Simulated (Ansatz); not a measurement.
Working through an atomisation energy of CH5NSeSi, SMILES [SiH3]N=C[SeH]

Computed with Ansatz 0.2.0, Python API.

At the Python prompt:
```pycon
>>> from collections import Counter
>>> import ansatz as az
>>> from ase import Atoms
>>> def total_energy(molecule, charge=0, unpaired=0):
...     calc = (
...         molecule.calculation()
...         .basis(gaussian="def2-SVP")
...         .functional("CAM-B3LYP")
...         .scf(lower_state_search="off")
...     )
...     if charge:
...         calc = calc.charge(charge)
...     if unpaired:
...         calc = calc.spin("collinear", total=unpaired)
...     report = calc.run(threads=1, backend="cpu").report
...     if report["published_state_doubts"]:
...         print("  doubts:", report["published_state_doubts"])
...     return report["free_energy_ev"]
...
>>> atoms = Atoms(["Si", "N", "C", "Se", "H", "H", "H", "H", "H"], positions=[
...     (-0.0467, 1.0364, -0.8993),
...     (-0.2167, -0.7002, -0.8331),
...     (-0.3057, -1.386, 0.241),
...     (-0.1723, -0.5995, 2.022),
...     (-0.044, 1.4986, -2.3356),
...     (-1.2697, 1.6972, -0.2618),
...     (1.1545, 1.5257, -0.2202),
...     (-0.3025, -2.4502, 0.1774),
...     (1.2918, -0.6684, 2.0925),
... ])
>>> molecule = az.Crystal.molecule_from_ase(atoms)
>>> # Hund ground states
>>> unpaired = {"Si": 2, "N": 3, "C": 2, "Se": 2, "H": 1}
>>> counts = Counter(site.symbol for site in molecule.cartesian_sites)
>>> atom_energy = {s: total_energy(az.Crystal.molecule().atom(s, (0, 0, 0)), 0, unpaired[s]) for s in counts}

>>> whole = total_energy(molecule, 0, 0)
>>> for s, e in atom_energy.items():
...     print(f"{s:2s} x{counts[s]}  {e:14.5f} eV")
...
Si x1     -7871.66477 eV
N  x1     -1483.46350 eV
C  x1     -1028.36030 eV
Se x1    -65343.23951 eV
H  x5       -13.54842 eV
>>> print(f"CH5NSeSi: {whole:.5f} eV")
CH5NSeSi: -75824.44912 eV
>>> split = sum(counts[s] * e for s, e in atom_energy.items()) - whole
>>> print(f"atomisation energy (no zero-point term): {23.060548 * split:.1f} kcal/mol, {split / sum(counts.values()):.3f} eV an atom")
atomisation energy (no zero-point term): 691.3 kcal/mol, 3.331 eV an atom
```

691.3 kcal/mol from the electronic energies, without the zero-point term.

Caveats:
- The settings weren't tested for convergence.
- The geometry is a force-field or estimated start, not a minimum of this method, and the basis set is short of its limit. All parts are taken at fixed geometry, without zero-point energy.
- The spin-orbit lowering of heavy atoms is left out.
- The whole script took 4.1 s on 1 thread of Arm Neoverse V2, on a shared host, peak memory 0.27 GiB.

(Lines on the test bed's own set-up are left out of the output.)
